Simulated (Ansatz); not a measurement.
# RuRh: the crystal squeezed far, part 2 of 2

How does RuRh answer strong compression? The runs shown use PAW. Its runs: volume scaled by 1 (PAW); volume scaled by 0.7 (PAW); volume scaled by 0.6 (PAW); volume scaled by 0.4 (PAW).

Ansatz 0.2.0; DFT PBEsol; a Materials Project cell. Earlier steps stand in the parts before.

## Step 5: Volume scaled by 0.4, PAW

Input file input.yaml:

```yaml
crystal:
  lattice:
    - [1.9963140562, 0.0, 0.0]
    - [-0.9981570281, 1.7288586866, 0.0]
    - [0.0, 0.0, 3.1670646946]
  atoms:
    - { symbol: Ru, position: [0.0, 0.0, 0.5] }
    - { symbol: Rh, position: [0.6666666667, 0.3333333333, 0.0] }
kpoints:
  mp_grid: { grid: [15, 15, 9] }
  band_path:
    path:
      - [0.0, 0.0, 0.0]
      - [0.5, 0.0, 0.0]
      - [0.3333333333, 0.3333333333, 0.0]
      - [0.0, 0.0, 0.0]
      - [0.0, 0.0, 0.5]
      - [0.5, 0.0, 0.5]
      - [0.3333333333, 0.3333333333, 0.5]
      - [0.0, 0.0, 0.5]
      - [0.5, 0.0, 0.5]
    npoints: 6
scf:
  occupations: { method: fermi_dirac, width: 0.05 }
hamiltonian:
  xc: pbesol
  pseudopotentials: { kind: paw }
output:
  forces: true
  stress: true
  eigenvalues: true
  populations: true
```

Started as:

```bash
> ansatz run input.yaml --threads 1 --pin off --max-ram 2048MiB --backend cpu --events-out ev --progress --plain --runs-dir out
```

The log of the run:

```text
Engine: ansatz 0.2.0
Pseudopotentials: kind: paw
Pseudopotential: Ru, paw, valence charge 16, recommended cutoff 420 eV (normal)
Pseudopotential: Rh, paw, valence charge 17, recommended cutoff 420 eV (normal)
Functional definition: PBEsol
  exchange = pbesol_x
  correlation = pbesol_c
Crystal: 2 atoms, lattice volume = 10.931 Å³
Basis set: ecut = 420 eV, 221 PW (Γ), exchange–correlation on 30×30×48 points (8 copies of the dense FFT grid, shifted against one another)
Bands: 21, of which v1, the nominal top of the filled ones, is band 17 counted from 1 (16 counted from 0)
Symmetry: 12 space group operations
Space group: P-6m2 (ITA 187), of the structure as read, at distance tolerance 2.2e-5 Å
k-points: 135 of 2025 (time reversal used)
Non-local potential: Ru, projectors of the file, l = 0: 3, l = 1: 2, l = 2: 2, l = 3: 1
Non-local potential: Rh, projectors of the file, l = 0: 3, l = 1: 2, l = 2: 2, l = 3: 1
PAW form: soft (Blöchl's): semilocal exchange-correlation on the pseudo side does not see the compensation charge
PAW frozen core: Ru, regenerated for the run's functional, and the local potential with it (the file was generated under x = pbe(κ = 0.804, μ = 0.2195149727645171), c = pbe(β = 0.06672455060314922))
PAW frozen core: Rh, regenerated for the run's functional, and the local potential with it (the file was generated under x = pbe(κ = 0.804, μ = 0.2195149727645171), c = pbe(β = 0.06672455060314922))
PAW one-centre angular grid: Ru, 590 points (default); XC on 64 Gauss nodes
PAW one-centre angular grid: Rh, 590 points (default); XC on 64 Gauss nodes
Initial density: superposition of atomic densities (neutral atoms: chi_scale 0, normalization atom), corrected by the library's trained network
Initial wavefunctions: pseudopotential atomic-orbital guess
Functional: x = pbesol(κ = 0.804, μ = 0.12345679012345678), c = pbesol(β = 0.046)
SCF iter   1: F=—  HF=-17607.327312 eV  |F-HF|=—  |Δ(HF+E_count)|=         —  Δρ=1.34e1  dr2=9.10e3  ethr=1.77e-3  ⟨swp⟩=46.6  Hψ=67980  notcnv=0  defer=2
preconditioner: auto → LDOS  [metal: Δε(μ)=0.017 eV  Ē_g=38.789 eV  σ=0.050 eV  W_gap=0.09  n_scr=2 (ndim 8)  ℏωp=56.2 eV  f_vac=0.431  D(μ)=0.56/eV (n_scr^D=2)  β→1.0]
SCF iter   2: F=—  HF=-13309.110885 eV  |F-HF|=—  |Δ(HF+E_count)|=    4.30e3  Δρ=5.76e0  dr2=2.31e3  ethr=1.77e-3  ⟨swp⟩=26.1  Hψ=58881  notcnv=0  defer=459
SCF iter   3: F=—  HF=-12130.474370 eV  |F-HF|=—  |Δ(HF+E_count)|=    1.18e3  Δρ=1.02e0  dr2=1.07e2  ethr=1.77e-3  ⟨swp⟩=12.3  Hψ=28885  notcnv=0  defer=47
SCF iter   4: F=—  HF=-12109.514069 eV  |F-HF|=—  |Δ(HF+E_count)|=    2.10e1  Δρ=3.74e-1  dr2=1.58e1  ethr=1.77e-3  ⟨swp⟩=10.0  Hψ=15930  notcnv=0  defer=60
SCF iter   5: F=—  HF=-12106.355800 eV  |F-HF|=—  |Δ(HF+E_count)|=    3.16e0  Δρ=9.83e-2  dr2=6.40e-1  ethr=1.77e-3  ⟨swp⟩=6.9  Hψ=8808  notcnv=0  defer=56
SCF iter   6: F=—  HF=-12106.259520 eV  |F-HF|=—  |Δ(HF+E_count)|=   9.63e-2  Δρ=1.45e-2  dr2=1.59e-2  ethr=1.77e-3  ⟨swp⟩=4.6  Hψ=6037  notcnv=0  defer=42
SCF iter   7: F=—  HF=-12106.254700 eV  |F-HF|=—  |Δ(HF+E_count)|=   4.82e-3  Δρ=2.23e-3  dr2=1.53e-4  ethr=4.83e-5  ⟨swp⟩=4.2  Hψ=5737  notcnv=0  defer=42
SCF iter   8: F=—  HF=-12106.254648 eV  |F-HF|=—  |Δ(HF+E_count)|=   5.14e-5  Δρ=2.79e-4  dr2=4.07e-6  ethr=4.64e-7  ⟨swp⟩=2.2  Hψ=4962  notcnv=0  defer=40
SCF iter   9: F=—  HF=-12106.254650 eV  |F-HF|=—  |Δ(HF+E_count)|=   1.87e-6  Δρ=5.30e-5  dr2=3.68e-7  ethr=1.23e-8  ⟨swp⟩=2.1  Hψ=4725  notcnv=0  defer=39
SCF iter  10: F=-12106.254650 eV  HF=-12106.254650 eV  |F-HF|=1.23e-8  |Δ(HF+E_count)|=   7.25e-8  Δρ=1.08e-5  dr2=1.38e-8  ethr=3.03e-10  ⟨swp⟩=12.3  Hψ=20524  notcnv=0
SCF 1 converged in 10 iterations: F = -12106.254650 eV  dr2 = 1.38e-8
NSCF: frozen V_eff on 49 k-points
SCF converged after 10 iterations
Free energy (F): -12106.254650 eV
Harris-Foulkes:  -12106.254650 eV  (|F-HF|=1.23e-8)
Internal energy: -12106.248576 eV  (E = F + TS)
E sigma→0 (E₀):  -12106.251613 eV
Entropy (-TS):   -0.006074 eV (-3.037 meV/atom)
Fermi energy:    64.947063 eV
--- Per-component energies (eV) ---
  E_band       = 1027.402812
  E_kinetic    = 1261.771990
  E_local      = -719.264050  (includes V_loc(G=0)·N_el)
  E_nonlocal   = 781.359133
  E_hartree    = 406.998907
  E_xc         = -448.123289
  E_vxc        = -567.234903  (∫ρ·V_xc dr)
  E_paw        = -6960.041270  (= ΣΔE_a)
  E_vpaw       = -543.226876  (= ΣTr[D̂ρ^β])
  E_aug_tail   = 0.000926  (compensation charges beyond the density's cutoff)
  E_ewald      = -6429.480419
  E_core_change = 0.529496  (= ΣΔE_core)
  E_smearing   = -0.006074  (= −TS)
  E_closure    = 0.000000  (closes the sum)
  Σ components = -12106.254650   (vs F -12106.254650, Δ=0.00e0)
--- Forces (eV/Å), atoms counted from 1 ---
  atom   1  Ru     0.00000000     0.00000000     0.00000000
  atom   2  Rh    -0.00000000    -0.00000000     0.00000000
  max |Σ_I F_I| component: 1.11e-16 eV/Å
--- Stress (GPa, compression-positive) ---
     2133.181818       0.000000      -0.000000
        0.000000    2133.181818       0.000000
       -0.000000       0.000000    2288.232937
  P = ⅓ Tr σ = 2184.8655 GPa (21848.655 kbar)
--- Band table (eV; the first three rows and the last of 135) ---
  k-point 0: bands = ["-22.0492", "-14.1858", "6.4934", "15.1433", "15.1433", "19.8217", "21.1604", "21.1604", "46.1284", "52.8545", "52.8545", "53.5395", "54.3524", "56.0170", "56.0170", "57.1726", "57.1726", "65.5282", "65.5282", "70.4174", "73.9936"]
  k-point 1: bands = ["-22.0042", "-14.3029", "6.8414", "15.1552", "15.1552", "19.4014", "21.1435", "21.1435", "46.2885", "52.6447", "52.6447", "53.2962", "54.8165", "55.5812", "55.5812", "57.9044", "57.9044", "65.7912", "65.7912", "69.6412", "73.0450"]
  k-point 2: bands = ["-21.8856", "-14.5985", "7.8168", "15.1857", "15.1857", "18.2510", "21.1007", "21.1007", "46.7543", "52.2878", "52.2878", "52.5577", "54.7729", "54.7729", "56.1837", "59.4640", "59.4640", "66.2707", "66.2707", "67.8176", "72.2554"]
  k-point 134: bands = ["-18.9594", "-11.6014", "7.9949", "9.0509", "9.2467", "13.6202", "16.9598", "18.6738", "48.4382", "48.4555", "49.7836", "52.2185", "56.0775", "57.5671", "58.4763", "59.0101", "65.4235", "66.5502", "85.7480", "85.8056", "88.3072"]
--- Löwdin populations: 2 sites ---
  site symbol       q [e]
     0     Ru     16.0206
     1     Rh     16.7271
  spilling = 0.007643 (of n_electrons = 33.000000)
```

It took 6.4 s on 1 thread of Intel Xeon 6975P-C (Granite Rapids), shared host; peak memory 0.39 GiB.

This run gives: pressure 2184.87 GPa; no gap.

At the corners of the path (eV, zero at the Fermi level):

```tsv
point	band 14	band 15	band 16	band 17	band 18	band 19	band 20
Γ	-8.93	-8.93	-7.77	-7.77	0.58	0.58	5.47
M	-5.88	-2.68	1.84	4.89	5.68	9.27	12.46
K	-9.20	-4.39	0.31	0.92	2.11	13.15	13.82
Γ	-8.93	-8.93	-7.77	-7.77	0.58	0.58	5.47
A	-11.69	-3.20	-2.99	-1.36	-1.36	0.42	0.42
L	-5.26	-0.05	1.31	2.19	5.61	9.54	11.76
H	-7.55	-6.43	-6.01	0.46	1.60	21.67	22.33
A	-11.69	-3.20	-2.99	-1.36	-1.36	0.42	0.42
L	-5.26	-0.05	1.31	2.19	5.61	9.54	11.76
```

## Step 6: Side by side

| method | volume over the first | volume (Å³/atom) | pressure (GPa) | SCF cycles, all passes | time |
| --- | --- | --- | --- | --- | --- |
| PAW | 1 | 13.663 | -5.65 | 6 | 3.9 s |
| PAW | 0.7 | 9.564 | 244.51 | 6 | 3.5 s |
| PAW | 0.6 | 8.198 | 504.29 | 6 | 3.1 s |
| PAW | 0.4 | 5.465 | 2184.87 | 10 | 6.4 s |

## Step 7: What came out

This closing draws on all 2 parts.

| quantity | value |
| --- | --- |
| PAW pressure at 0.4 of the volume | 2184.9 GPa |
| fitted bulk modulus at zero pressure (PAW) | 354 GPa |
| its pressure derivative | 4.20 |

**Reading.** By PAW the pressure climbs to 2185 GPa at 0.4 of the first volume. One third-order Birch-Murnaghan curve follows these points (B₀ = 354 GPa, B′ = 4.20, misfit at most 5.42 GPa). A fit over so wide a range leans to the high pressures, so B₀ can be off by several per cent. No all-electron run checks these rows here, and frozen cores can fail under such compression. The ions are at rest, and the electrons smeared by 0.05 eV.
